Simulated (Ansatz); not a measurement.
# Si4S: a closer look at a trial structure

The task, for Si4S: see whether it has a gap, which orbitals make up the states near it and how charge is shared.

Program: Ansatz 0.2.0. Level of theory: DFT PBE, scalar-relativistic, plane waves, PAW. These are calculated values, not measurements.

## (1) The starting structure

Symmetry: P6/mmm, No. 191, hexagonal system. Conventional cell: a = 4.033 Å, b = 4.033 Å, c = 6.697 Å, α = 90.00°, β = 90.00°, γ = 120.00°. Si (site symmetry 3m) has 3 Si at 2.33 Å as nearest neighbours. S (site symmetry 6/mmm) has 12 Si at 3.04 Å as nearest neighbours.

Coordinates:

```
CELL_PARAMETERS angstrom
4.03344 0.00000 0.00000
-2.01672 3.49306 0.00000
0.00000 0.00000 6.69731
ATOMIC_POSITIONS crystal
Si 0.33333 0.66667 0.70790
Si 0.66667 0.33333 0.70790
Si 0.66667 0.33333 0.29210
Si 0.33333 0.66667 0.29210
S 0.00000 0.00000 0.00000
```

The cell was relaxed beforehand at this level, from an invented guess; it needn't be the stable form of this composition. At a tolerance of 0.05 Å it has space group P6/mmm (No. 191); it has 18.87 Å³/atom, an uncorrected energy of +0.51 eV/atom over the elements.

## (2) Bands, states and charges

File input.yaml:

```yaml
crystal:
  lattice:
    - [4.033441714, 0.0, 0.0]
    - [-2.016720857, 3.4930629891, 0.0]
    - [0.0, 0.0, 6.6973102878]
  atoms:
    - { symbol: Si, position: [0.3333333333, 0.6666666667, 0.7078976891] }
    - { symbol: Si, position: [0.6666666667, 0.3333333333, 0.7078976891] }
    - { symbol: Si, position: [0.6666666667, 0.3333333333, 0.2921023109] }
    - { symbol: Si, position: [0.3333333333, 0.6666666667, 0.2921023109] }
    - { symbol: S, position: [0.0, 0.0, 0.0] }
basis:
  ecutwfc: 420
kpoints:
  mp_grid: { grid: [12, 12, 6] }
  band_path:
    path:
      - [[0.0, 0.0, 0.0], [0.5, 0.0, 0.0], [0.33333333, 0.33333333, 0.0], [0.0, 0.0, 0.0], [0.0, 0.0, 0.5], [0.5, 0.0, 0.5], [0.33333333, 0.33333333, 0.5], [0.0, 0.0, 0.5]]
      - [[0.5, 0.0, 0.5], [0.5, 0.0, 0.0]]
      - [[0.33333333, 0.33333333, 0.5], [0.33333333, 0.33333333, 0.0]]
    npoints: 14
hamiltonian:
  xc: pbe
scf:
  occupations: { method: gaussian, width: 0.1 }
  n_extra_bands: 12
output:
  forces: true
  stress: true
  eigenvalues: true
  populations: true
  dos: { projected: true, de: 0.02, nscf_kmesh: { grid: [15, 15, 8] } }
  bader: true
  write_density: true
  write_potential: true
  elf: true
  volumetric_format: npy
```

On the command line:

```bash
$ ansatz run input.yaml --threads 1 --pin off --max-ram 2048MiB --backend cpu --events-out ev --progress --plain --runs-dir out
```

The log of the run:

```text
Warning: RAYON_NUM_THREADS=1 ignored (pool sized by the plan → 1); use --threads N
scf.n_extra_bands = 12 over 11 filled bands (N_el = 22.0): the run solves 23 bands
Engine: ansatz 0.2.0, aarch64-unknown-linux-gnu
Pseudopotentials: kind: paw
Pseudopotential: Si, paw, valence charge 4, recommended cutoff 420 eV (normal), Si.paw.azcp
Pseudopotential: S, paw, valence charge 6, recommended cutoff 420 eV (normal), S.paw.azcp
Functional definition: PBE
  parameter kappa = 0.804
  parameter beta = 0.06672455060314922
  exchange = pbe_x(kappa = kappa, mu = beta*pi^2/3)
  correlation = pbe_c(beta = beta)
Crystal: 5 atoms, lattice volume = 94.359 Å³
Basis set: ecut = 420 eV, 1835 PW (Γ), exchange–correlation on 54×54×90 points (8 copies of the dense FFT grid, shifted against one another)
Bands: 23, of which v1, the nominal top of the filled ones, is band 11 counted from 1 (10 counted from 0)
Symmetry: 24 space group operations
Space group: P6/mmm (ITA 191), of the structure as read, at distance tolerance 4.6e-5 Å
k-points: 76 of 864
Non-local potential: Si, projectors of the file, l = 0: 2, l = 1: 2, l = 2: 2
Non-local potential: S, projectors of the file, l = 0: 2, l = 1: 2, l = 2: 2
PAW form: soft (Blöchl's): semilocal exchange-correlation on the pseudo side does not see the compensation charge
PAW one-centre angular grid: Si, 110 points (default); XC on 64 Gauss nodes
PAW one-centre angular grid: S, 110 points (default); XC on 64 Gauss nodes
Initial density: superposition of atomic densities (neutral atoms: chi_scale 0, normalization atom), corrected by the library's trained network
Initial wavefunctions: pseudopotential atomic-orbital guess
Functional: x = pbe(κ = 0.804, μ = 0.2195149727645171), c = pbe(β = 0.06672455060314922)
SCF iter   1: F=—  HF=-3442.748912 eV  |F-HF|=—  |Δ(HF+E_count)|=         —  Δρ=5.12e-3  dr2=6.49e-2  ethr=1.77e-3  ⟨swp⟩=6.3  Hψ=10172  notcnv=0  defer=109
preconditioner: auto → Kerker (q_TF=auto, 2.140 Å⁻¹)  [metal: Δε(μ)=0.012 eV  Ē_g=10.276 eV  σ=0.100 eV  W_gap=0.07  n_scr=22 (ndim 8)  ℏωp=17.9 eV  f_vac=0.000  D(μ)=1.29/eV (n_scr^D=2)]
SCF iter   2: F=—  HF=-3442.742331 eV  |F-HF|=—  |Δ(HF+E_count)|=   6.58e-3  Δρ=2.31e-3  dr2=8.07e-3  ethr=2.95e-4  ⟨swp⟩=1.0  Hψ=2356  notcnv=0  defer=132
SCF iter   3: F=—  HF=-3442.741532 eV  |F-HF|=—  |Δ(HF+E_count)|=   7.99e-4  Δρ=8.78e-4  dr2=1.22e-3  ethr=3.67e-5  ⟨swp⟩=1.6  Hψ=1644  notcnv=0  defer=132
SCF iter   4: F=—  HF=-3442.741600 eV  |F-HF|=—  |Δ(HF+E_count)|=   6.84e-5  Δρ=2.27e-4  dr2=1.52e-4  ethr=5.56e-6  ⟨swp⟩=2.5  Hψ=2106  notcnv=0  defer=132
SCF iter   5: F=—  HF=-3442.741652 eV  |F-HF|=—  |Δ(HF+E_count)|=   5.21e-5  Δρ=6.19e-5  dr2=1.08e-5  ethr=6.90e-7  ⟨swp⟩=2.4  Hψ=2071  notcnv=0  defer=132
SCF iter   6: F=—  HF=-3442.741679 eV  |F-HF|=—  |Δ(HF+E_count)|=   2.66e-5  Δρ=1.68e-5  dr2=6.68e-7  ethr=4.92e-8  ⟨swp⟩=2.3  Hψ=2071  notcnv=0  defer=132
SCF iter   7: F=-3442.741679 eV  HF=-3442.741679 eV  |F-HF|=3.73e-9  |Δ(HF+E_count)|=   1.94e-7  Δρ=2.78e-6  dr2=1.08e-8  ethr=4.55e-10  ⟨swp⟩=13.8  Hψ=13248  notcnv=0
SCF 1 converged in 7 iterations: F = -3442.741679 eV  dr2 = 1.08e-8
NSCF: frozen V_eff on 129 k-points
NSCF: frozen V_eff on 135 k-points
SCF converged after 7 iterations
Free energy (F): -3442.741679 eV
Harris-Foulkes:  -3442.741679 eV  (|F-HF|=3.73e-9)
Internal energy: -3442.734548 eV  (E = F + TS)
E sigma→0 (E₀):  -3442.738114 eV
Entropy (-TS):   -0.007131 eV (-1.426 meV/atom)
Fermi energy:    7.129304 eV
--- Per-component energies (eV) ---
  E_band       = 35.525467
  E_kinetic    = 263.627203
  E_local      = -186.670813  (includes V_loc(G=0)·N_el)
  E_nonlocal   = 132.187919
  E_hartree    = 56.136861
  E_xc         = -316.477905
  E_vxc        = -272.490300  (∫ρ·V_xc dr)
  E_paw        = -2649.795401  (= ΣΔE_a)
  E_vpaw       = -13.402456  (= ΣTr[D̂ρ^β])
  E_aug_tail   = 0.000027  (compensation charges beyond the density's cutoff)
  E_ewald      = -741.742439
  E_smearing   = -0.007131  (= −TS)
  E_closure    = 0.000000  (closes the sum)
  Σ components = -3442.741679   (vs F -3442.741679, Δ=0.00e0)
--- Forces (eV/Å), atoms counted from 1 ---
  atom   1  Si     0.00000000     0.00000000    -0.00013249
  atom   2  Si    -0.00000000    -0.00000000    -0.00013249
  atom   3  Si    -0.00000000    -0.00000000     0.00013249
  atom   4  Si     0.00000000     0.00000000     0.00013249
  atom   5  S     -0.00000000    -0.00000000     0.00000000
  max |Σ_I F_I| component: 9.25e-18 eV/Å
--- Stress (GPa, compression-positive) ---
       -0.015964       0.000000       0.000000
        0.000000      -0.015964      -0.000000
        0.000000      -0.000000      -0.000511
  P = ⅓ Tr σ = -0.0108 GPa (-0.108 kbar)
--- Band table (eV; the first three rows and the last of 76) ---
  k-point 0: bands = ["-6.5636", "-3.5626", "-3.4044", "3.7062", "4.5547", "4.5547", "4.9506", "4.9506", "5.2337", "5.6869", "5.7974", "5.7974", "8.5967", "9.6539", "9.6539", "9.7417", "9.8751", "9.8751", "10.2590", "10.9052", "12.3813", "12.3813", "15.2857"]
  k-point 1: bands = ["-6.5170", "-4.1760", "-2.7163", "3.2145", "4.5887", "4.5887", "4.9625", "4.9625", "5.7017", "5.7207", "5.7335", "5.7335", "8.3512", "9.1296", "9.1538", "9.1538", "10.4865", "10.4865", "10.6178", "11.6528", "12.6224", "12.6224", "15.5235"]
  k-point 2: bands = ["-6.4066", "-4.6881", "-2.0298", "2.4738", "4.6684", "4.6684", "4.9870", "4.9870", "5.5961", "5.5961", "5.7958", "6.4734", "7.9834", "8.2741", "8.7573", "8.7573", "11.1430", "11.1430", "11.2712", "12.9047", "13.3038", "13.3038", "15.1275"]
  k-point 75: bands = ["-5.1548", "-1.8641", "-1.8641", "-0.9882", "-0.9882", "1.1138", "3.9143", "4.8446", "4.8446", "5.6815", "5.6815", "5.8670", "10.1295", "10.1295", "11.1077", "11.3062", "11.3062", "12.6439", "13.7951", "13.7951", "14.8469", "15.9987", "17.2836"]
--- Löwdin populations: 5 sites ---
  site symbol       q [e]
     0     Si      3.8350
     1     Si      3.8350
     2     Si      3.8350
     3     Si      3.8350
     4      S      6.3237
  spilling = 0.015294 (of n_electrons = 22.000000)
--- Bader charges: 5 sites ---
  site symbol  charge [e]  shift [e]
     0     Si      0.1774     0.0000
     1     Si      0.1774     0.0000
     2     Si      0.1774     0.0000
     3     Si      0.1774     0.0000
     4      S     -0.7095     0.0000
  estimated error of the sums over rays = 2.5e-4 e
```

It took 38 s on 1 thread of Arm Neoverse V2, shared host; peak memory 0.43 GiB.

By site:

```csv
atom,Löwdin electrons,Bader charge (e),Bader volume (Å³)
Si1,3.83,+0.18,17.9
Si2,3.83,+0.18,17.9
Si3,3.83,+0.18,17.9
Si4,3.83,+0.18,17.9
S5,6.32,-0.71,22.9
```

The Löwdin counts miss 0.34 of the 22 electrons, which the atomic orbitals do not span, so they are no charges.

bands.tsv at the labelled points (eV, zero at the Fermi level; the bands nearest the Fermi level):

| point | band 9 | band 10 | band 11 | band 12 | band 13 | band 14 | band 15 | band 16 |
| --- | --- | --- | --- | --- | --- | --- | --- | --- |
| Γ | -1.90 | -1.44 | -1.33 | -1.33 | 1.47 | 2.52 | 2.52 | 2.61 |
| M | -2.04 | -1.25 | -1.22 | -0.32 | 1.21 | 2.35 | 2.55 | 5.88 |
| K | -4.24 | 0.03 | 1.16 | 1.16 | 3.20 | 3.20 | 3.58 | 3.58 |
| Γ | -1.90 | -1.44 | -1.33 | -1.33 | 1.47 | 2.52 | 2.52 | 2.61 |
| A | -1.61 | -1.61 | -1.29 | -0.09 | 0.55 | 0.70 | 1.49 | 1.49 |
| L | -2.90 | -2.32 | -0.21 | -0.03 | 0.43 | 1.58 | 3.61 | 4.25 |
| H | -2.29 | -1.45 | -1.45 | -1.26 | 3.00 | 3.00 | 3.98 | 4.18 |
| A | -1.61 | -1.61 | -1.29 | -0.09 | 0.55 | 0.70 | 1.49 | 1.49 |
| L | -2.90 | -2.32 | -0.21 | -0.03 | 0.43 | 1.58 | 3.61 | 4.25 |
| M | -2.04 | -1.25 | -1.22 | -0.32 | 1.21 | 2.35 | 2.55 | 5.88 |
| H | -2.29 | -1.45 | -1.45 | -1.26 | 3.00 | 3.00 | 3.98 | 4.18 |
| K | -4.24 | 0.03 | 1.16 | 1.16 | 3.20 | 3.20 | 3.58 | 3.58 |

States per cell in windows of 1 eV, from dos.tsv and pdos.tsv (zero at the Fermi level):

```
from  to  total  Si 3s  Si 3p  S 3p
  -8  -7   0.86   0.41   0.40  0.03
  -7  -6   1.17   0.50   0.57  0.07
  -6  -5   1.10   0.26   0.68  0.15
  -5  -4   2.80   0.22   1.85  0.66
  -4  -3   2.52   0.17   1.69  0.57
  -3  -2   2.39   0.18   1.31  0.84
  -2  -1   2.37   0.19   1.05  1.04
  -1   0   2.33   0.28   1.06  0.87
   0   1   2.34   0.34   1.35  0.47
   1   2   2.32   0.35   1.44  0.29
   2   3   2.55   0.31   1.69  0.22
   3   4   2.53   0.31   1.62  0.22
   4   5   2.38   0.26   1.32  0.11
   5   6   2.84   0.26   1.15  0.08
```

A further 6 or so states lie below the table's range.

Density in the ac plane at y = 0.333 (fractional), which holds Si.

Values in e/Å³, 12 rows by 8 columns:
```
0.15 0.21 0.20 0.13 0.09 0.09 0.09 0.10
0.17 0.17 0.17 0.18 0.24 0.26 0.26 0.22
0.27 0.20 0.22 0.32 0.40 0.15 0.23 0.41
0.26 0.19 0.21 0.31 0.40 0.15 0.23 0.41
0.14 0.11 0.12 0.17 0.27 0.34 0.33 0.23
0.09 0.07 0.08 0.10 0.17 0.24 0.22 0.14
0.14 0.11 0.12 0.17 0.27 0.34 0.33 0.23
0.26 0.19 0.21 0.31 0.40 0.15 0.23 0.41
0.27 0.20 0.22 0.32 0.40 0.15 0.23 0.41
0.17 0.17 0.17 0.18 0.24 0.26 0.26 0.22
0.15 0.21 0.20 0.13 0.09 0.09 0.09 0.10
0.17 0.28 0.25 0.13 0.06 0.05 0.05 0.08
```
Columns run along a and rows up along c, over one cell in 8 and 12 even steps from the bottom left corner. Atoms in the plane (fractional): Si at (0.67, 0.71), Si at (0.67, 0.29).

ELF in the same plane.

Values, 12 rows by 8 columns:
```
0.29 0.48 0.43 0.22 0.17 0.23 0.21 0.16
0.30 0.25 0.25 0.36 0.58 0.53 0.57 0.52
0.67 0.42 0.49 0.74 0.69 0.37 0.39 0.78
0.71 0.46 0.54 0.77 0.66 0.34 0.36 0.77
0.40 0.29 0.32 0.46 0.62 0.66 0.65 0.58
0.16 0.15 0.15 0.19 0.39 0.61 0.56 0.31
0.40 0.29 0.32 0.46 0.62 0.66 0.65 0.58
0.71 0.46 0.54 0.77 0.66 0.34 0.36 0.77
0.67 0.42 0.49 0.74 0.69 0.37 0.39 0.78
0.30 0.25 0.25 0.36 0.58 0.53 0.57 0.52
0.29 0.48 0.43 0.22 0.17 0.23 0.21 0.16
0.48 0.69 0.65 0.35 0.09 0.05 0.06 0.14
```
Columns run along a and rows up along c, over one cell in 8 and 12 even steps from the bottom left corner. Atoms in the plane (fractional): Si at (0.67, 0.71), Si at (0.67, 0.29).

Both are smooth PAW fields of the valence electrons: close to the nuclei they are not physical.

Outside the cores ELF peaks at 0.94 on the Si–Si line, 1.0 Å from Si; 0.86 in the shell around S, 0.8 Å from S.

## (3) Variant: lower_state_search standard

File input.yaml:

```yaml
crystal:
  lattice:
    - [4.033441714, 0.0, 0.0]
    - [-2.016720857, 3.4930629891, 0.0]
    - [0.0, 0.0, 6.6973102878]
  atoms:
    - { symbol: Si, position: [0.3333333333, 0.6666666667, 0.7078976891] }
    - { symbol: Si, position: [0.6666666667, 0.3333333333, 0.7078976891] }
    - { symbol: Si, position: [0.6666666667, 0.3333333333, 0.2921023109] }
    - { symbol: Si, position: [0.3333333333, 0.6666666667, 0.2921023109] }
    - { symbol: S, position: [0.0, 0.0, 0.0] }
basis:
  ecutwfc: 420
kpoints:
  mp_grid: { grid: [12, 12, 6] }
hamiltonian:
  xc: pbe
scf:
  occupations: { method: gaussian, width: 0.1 }
  lower_state_search: standard
output:
  forces: true
  eigenvalues: true
  stress: true
```

On the command line:

```bash
$ ansatz run input.yaml --threads 1 --pin off --max-ram 2048MiB --backend cpu --events-out ev --progress --plain --runs-dir out
```

The log of the run, cut to the lines that bear on the results:

```text
Warning: RAYON_NUM_THREADS=1 ignored (pool sized by the plan → 1); use --threads N
[...]
[... 4 set-up lines as earlier in the session ...]
[...]
Crystal: 5 atoms, lattice volume = 94.359 Å³
Basis set: ecut = 420 eV, 1835 PW (Γ), exchange–correlation on 54×54×90 points (8 copies of the dense FFT grid, shifted against one another)
Bands: 16, of which v1, the nominal top of the filled ones, is band 11 counted from 1 (10 counted from 0)
[... 2 set-up lines as earlier in the session ...]
k-points: 76 of 864
[...]
SCF iter   1: F=—  HF=-3442.749291 eV  |F-HF|=—  |Δ(HF+E_count)|=         —  Δρ=4.98e-3  dr2=5.94e-2  ethr=1.77e-3  ⟨swp⟩=6.3  Hψ=7580  notcnv=0
[...]
SCF converged after 7 iterations
Free energy (F): -3442.741679 eV
[...]
E sigma→0 (E₀):  -3442.738114 eV
Entropy (-TS):   -0.007131 eV (-1.426 meV/atom)
Fermi energy:    7.129307 eV
[...]
--- Forces (eV/Å), atoms counted from 1 ---
  atom   1  Si    -0.00000000     0.00000000    -0.00012138
  atom   2  Si    -0.00000000    -0.00000000    -0.00012138
  atom   3  Si    -0.00000000    -0.00000000     0.00012138
  atom   4  Si    -0.00000000     0.00000000     0.00012138
  atom   5  S     -0.00000000     0.00000000     0.00000000
[...]
--- Stress (GPa, compression-positive) ---
       -0.015983       0.000000       0.000000
        0.000000      -0.015983      -0.000000
        0.000000      -0.000000      -0.000458
  P = ⅓ Tr σ = -0.0108 GPa (-0.108 kbar)
--- Band table (eV; the first three rows and the last of 76) ---
  k-point 0: bands = ["-6.5636", "-3.5626", "-3.4044", "3.7062", "4.5547", "4.5547", "4.9506", "4.9506", "5.2337", "5.6869", "5.7974", "5.7974", "8.5967", "9.6539", "9.6539", "9.7417"]
[...]
```

It took 5.4 s on 1 thread of Arm Neoverse V2, shared host; peak memory 0.38 GiB.

| run | ending | energy change | pressure (GPa) | gap (eV) | force (eV/Å) | cycles | time |
| --- | --- | --- | --- | --- | --- | --- | --- |
| step 2 | converged | 0 | 0.0 | 0.00 | 0.00 | 7 | 38 s (other work) |
| variant | converged | 0.0 meV/atom | 0.0 | 0.00 | 0.00 | 7 | 5.4 s |

The changed input (search for lower states) leaves the energy the same to the digits printed.

## (4) What came out

| quantity | value |
| --- | --- |
| gap | none (metal) |
| states at the Fermi level | 2.01 per eV per cell |
| Bader charges | Si +0.18, S -0.71 e |

What this shows: Bands cross the Fermi level: a metal at this level of theory. Of the projected weight within 0.25 eV of the Fermi level, the largest part is Si 3p (54 %) and S 3p (28 %). Bader charges reach 0.7 e, so charge transfer in this metal is moderate. Spin polarisation was off, and a magnetic state may lie lower.
